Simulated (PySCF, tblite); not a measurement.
# C₆H₃BCl₂F radical: geometry, infrared bands and EPR parameters

What infrared bands and EPR parameters should C₆H₃BCl₂F radical (`Fc1cc[c]cc1B(Cl)Cl`) show?

Computed with tblite 0.8.0 and PySCF 2.14.0, with density-fitted response routines of our own, on a single molecule in the gas phase. Atoms are numbered from 0 throughout.

### 1 Starting geometry

13 atoms, charge 0, multiplicity 2; geometry from: force field or distance geometry start.

Bonds of the start (Å): F0–C1 1.37, C1–C2 1.38, C2–C3 1.37, C3–C4 1.38, C4–C5 1.37, C5–C6 1.39, C6–B7 1.58, B7–Cl8 1.83, B7–Cl9 1.82, C6–C1 1.37, C2–H10 1.10, C3–H11 1.08, C5–H12 1.08.

### 2 Geometry optimisation with GFN2-xTB

The job: settings as JSON, then the geometry in Å.

```
{"job": {"kind": "relax", "xc": "GFN2-xTB", "basis": "xTB"}, "charge": 0, "multiplicity": 2}
F      0.321900     2.248500    -0.040700
C     -0.186000     0.976900    -0.031300
C     -1.556200     0.800800    -0.010000
C     -2.059200    -0.473300    -0.003500
C     -1.193000    -1.547900     0.022200
C      0.169500    -1.384200     0.004200
C      0.670700    -0.092000    -0.015400
B      2.219700     0.195700    -0.017700
Cl     2.976300     0.632900     1.587800
Cl     3.148300    -0.208500    -1.527400
H     -2.223300     1.679000    -0.023400
H     -3.136800    -0.595700     0.012800
H      0.843900    -2.231600     0.024700
```

Run with:

```bash
> OMP_NUM_THREADS=1 python probes_run.py task.json out
```

The driver reads the jobs from task.json and runs them one after another.

**Question.** This job is followed by: GFN2-xTB harmonic vibrations, gas phase; UKS B3LYP, pcH-1 on B C Cl F H, non-relativistic, mean-field spin-orbit, GIAO. What will the session give for the following? strongest single infrared mode (GFN2-xTB); zero-point energy (GFN2-xTB); g(iso) (B3LYP); ⟨S²⟩; largest a(iso) (averaged by class); potential on the surface of density 0.002 e/bohr³, 1st and 99th percentile.

The runs gave:

| quantity | value |
| --- | --- |
| strongest single infrared mode (GFN2-xTB) | 1150 cm⁻¹, 100 km/mol |
| zero-point energy (GFN2-xTB) | 45.5 kcal/mol |
| g(iso) (B3LYP) | 2.00219 |
| ⟨S²⟩ | 0.757 (exact 0.75) |
| largest a(iso) (averaged by class) | 13C on C4, 409.1 MHz |
| potential on the surface of density 0.002 e/bohr³, 1st and 99th percentile | -0.70 V and 1.30 V |

What this shows: Over 71 steps the energy fell by 0.438 eV; of the close pairs, B7–Cl8 changed most, 1.828 to 1.714 Å. All 33 modes are real, so the xTB geometry is a minimum. The strongest single mode, at 1150 cm⁻¹, is carried by H11, C6, H10, B7. GFN2-xTB is a fitted tight-binding method: band positions and strengths are rough. Its intensities can rank the bands wrongly. Most of the unpaired spin sits on C4 (1.01 e). The isotropic g lies 0.1 ppt below the free-electron value. The conformer search found further structures of the same energy, which may be mirror or relabelled copies of this one.
